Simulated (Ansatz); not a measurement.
# AlClF2H3N: the cost of one run

All numbers below are computed with Ansatz 0.2.0 (RHF/def2-SVP).

**1. The starting structure**

Bond lengths: Al1–F2 2.040 Å, Al1–Cl3 2.230 Å, Al1–F4 1.690 Å, Al1–N5 2.220 Å, N5–H6 1.060 Å, N5–H7 1.060 Å. Angles: F2–Al1–Cl3 120.0°, F2–Al1–F4 120.0°, F2–Al1–N5 71.6°, Cl3–Al1–F4 120.0°, Cl3–Al1–N5 88.6°, F4–Al1–N5 109.9°, Al1–N5–H6 120.0°, Al1–N5–H7 120.0°, H6–N5–H7 120.0°.

As a file:

```xyz
8

Al    0.0000    0.0000    0.0000
F     0.0000    0.0000    2.0400
Cl    1.9312    0.0000   -1.1150
F    -1.4635    0.0000   -0.8450
N     0.4669   -2.0544    0.7000
H    -0.1002   -2.8768    0.3456
H     1.2570   -2.2129    1.3887
H     0.2736   -1.2039    1.7877
```

**2. A restrained relaxation towards end A**

Springs on the bonds that form and break draw the guess towards this end; the thresholds are loose.

Contents of input.yaml:

```yaml
crystal:
  periodic: [false, false, false]
  atoms:
    - { symbol: Al, position_ang: [0.0, 0.0, 0.0] }
    - { symbol: F, position_ang: [0.0, 0.0, 2.04] }
    - { symbol: Cl, position_ang: [1.9312, 0.0, -1.115] }
    - { symbol: F, position_ang: [-1.4635, 0.0, -0.845] }
    - { symbol: "N", position_ang: [0.4669, -2.0544, 0.7] }
    - { symbol: H, position_ang: [-0.1002, -2.8768, 0.3456] }
    - { symbol: H, position_ang: [1.257, -2.2129, 1.3887] }
    - { symbol: H, position_ang: [0.2736, -1.2039, 1.7877] }
basis:
  gaussian: { orbitals: def2-SVP }
hamiltonian:
  xc: hf
relax:
  f_tol: 0.15
  max_steps: 25
  restrain:
    - { distance: [0, 4], at: 3.12, k: 30.0 }
    - { distance: [7, 1], at: 2.12, k: 30.0 }
    - { distance: [0, 1], at: 1.69, k: 30.0 }
    - { distance: [7, 4], at: 1.06, k: 30.0 }
```

Run with:

```bash
> ansatz run input.yaml --threads 1 --pin off --max-ram 2048MiB --backend cpu --events-out ev --progress --plain --runs-dir out
```

Q: Estimate wall time and peak memory on 1 thread of Arm Neoverse V1, shared host.

About 22 s, with a peak of 0.17 GiB.
